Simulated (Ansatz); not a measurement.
# BGeH7Si: how energies converge with the basis set

How large a basis does BGeH7Si need? Two functionals are run in growing sets.

Method: one geometry, several basis sets; program: Ansatz 0.2.0, Gaussian basis.

Plan: PBE0-D4/def2-SVP; ωB97M-V/def2-SVP; PBE0-D4/def2-QZVPP; ωB97M-V/def2-QZVPP; the functionals' def2-TZVPP values are taken from earlier runs.

### 1 Structure used throughout

The geometry comes from an earlier relaxation with PBE0-D4 in a triple-zeta def2 set; it is a stationary point, not always the lowest conformer.

SMILES `B[SiH2][GeH3]`, 10 atoms, charge 0, spin multiplicity 1.

Atoms are counted from 1 here; the program's logs count them from 0.

Bond lengths: B1–Si2 1.985 Å, B1–H4 1.195 Å, B1–H5 1.196 Å, Si2–Ge3 2.400 Å, Si2–H6 1.488 Å, Si2–H7 1.488 Å, Ge3–H8 1.538 Å, Ge3–H9 1.538 Å, Ge3–H10 1.538 Å. Angles: Si2–B1–H4 120.8°, Si2–B1–H5 120.9°, H4–B1–H5 118.0°, B1–Si2–Ge3 101.7°, B1–Si2–H6 115.5°, B1–Si2–H7 115.4°, Ge3–Si2–H6 107.0°, Ge3–Si2–H7 107.0°, H6–Si2–H7 109.2°, Si2–Ge3–H8 110.8°, Si2–Ge3–H9 110.8°, Si2–Ge3–H10 109.7°, H8–Ge3–H9 108.4°, H8–Ge3–H10 108.5°, H9–Ge3–H10 108.5°.

### 2 PBE0-D4 in def2-SVP

The input, in.yaml:

```yaml
crystal:
  periodic: [false, false, false]
  atoms:
    - {symbol: B, position_ang: [-1.599866, 0.457363, -0.908754]}
    - {symbol: Si, position_ang: [0.312981, 0.845258, -0.548144]}
    - {symbol: Ge, position_ang: [0.883796, -0.904156, 0.992565]}
    - {symbol: H, position_ang: [-1.917781, -0.309778, -1.768774]}
    - {symbol: H, position_ang: [-2.458095, 0.893410, -0.199844]}
    - {symbol: H, position_ang: [0.585568, 2.136909, 0.139550]}
    - {symbol: H, position_ang: [1.224395, 0.710513, -1.717228]}
    - {symbol: H, position_ang: [0.661909, -2.286705, 0.356962]}
    - {symbol: H, position_ang: [0.025830, -0.812070, 2.265356]}
    - {symbol: H, position_ang: [2.364462, -0.782046, 1.391412]}
basis:
  gaussian: {orbitals: def2-SVP}
hamiltonian: {xc: pbe0, dispersion: d4}
output: {orbitals: {seedname: orbitals}}
```

Command:

```sh
$ ansatz run in.yaml --threads 2 --pin off --events-out ev --progress --plain --max-ram 4352MiB
```

Further steps of the session: ωB97M-V in def2-SVP; PBE0-D4 in def2-QZVPP; ωB97M-V in def2-QZVPP.

**Question.** What will the summary of the whole plan be? Wanted: PBE0-D4: double and triple zeta above quadruple; ωB97M-V: double and triple zeta above quadruple.

**Answer**, as computed:

```
                                       quantity           value
PBE0-D4: double and triple zeta above quadruple  12.22, 1.54 eV
ωB97M-V: double and triple zeta above quadruple  12.30, 1.49 eV
```

In words: PBE0-D4 gains 10.68 eV from double to triple zeta, then 1.54 eV more. These are total energies; as a rule much of such shifts cancels in differences, which this series doesn't test.
